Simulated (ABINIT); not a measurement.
Here is an ABINIT 10.8.3 (patched build) calculation.

File run.abi:

```
# Datasets
ndtset 3

# Pseudopotentials
pp_dirpath "./"
pseudos "Ta.hgh, Te.hgh"

# Structure
acell 3*1.0 Angstrom
rprim
     3.3263413187     0.0000000000     0.0000000000
     0.0000000000     3.3263413187     0.0000000000
     0.0000000000     0.0000000000     3.3263413187
ntypat 2
znucl 73 52
natom 2
typat 1 2
chkprim 0
chksymtnons 0
tolsym 1.0e-6
xred
            1/2            1/2            1/2
            0.0            0.0            0.0

# Plane-wave basis
ecut 18.0

# k points
ngkpt 8 8 8
nshiftk 1
shiftk 0.5 0.5 0.5
istwfk *1

# Exchange and correlation
ixc 7

# Bands and occupations
occopt 3
tsmear 0.00183747

# SCF cycle
nstep 80

# Output
iomode 3
prteig 0
prtebands 0

# Dataset 1: ground state
nband1 10
tolvrs1 1.0e-12
prtden1 1
prtwf1 0
kptopt1 1

# Dataset 2: empty bands at fixed density
iscf2 -3
getden2 1
nband2 22
nbdbuf2 4
tolwfr2 1.0e-12
nstep2 120
prtden2 0
kptopt2 1

# Dataset 3: wave functions and velocity matrix elements in the full zone
optdriver3 8
wfk_task3 "wfk_optics_fullbz"
getwfk3 2
nband3 18
kptopt3 1
prtevk3 1
inclvkb3 2
```

Contents of optic.abi:

```
&FILES
 ddkfile_1 = 'runo_DS3_1_EVK.nc',
 ddkfile_2 = 'runo_DS3_2_EVK.nc',
 ddkfile_3 = 'runo_DS3_3_EVK.nc',
 wfkfile = 'runo_DS3_WFK.nc'
/
&PARAMETERS
 broadening = 0.003675,
 domega = 0.002,
 maxomega = 0.8,
 scissor = 0.000000,
 tolerance = 0.002
/
&COMPUTATIONS
 num_lin_comp = 1,
 lin_comp = 11,
 num_nonlin_comp = 0
/
```

Potentials or basis: HGH LDA.

Launch:

```sh
$ abinit run.abi > log 2>&1
$ optic optic.abi > optic.log 2>&1
```

(1) Estimate the pressure.

Answers

(1) 6.1 GPa.

Caveat: HGH potentials are hard and often keep d shells in the core, so these values are rough.
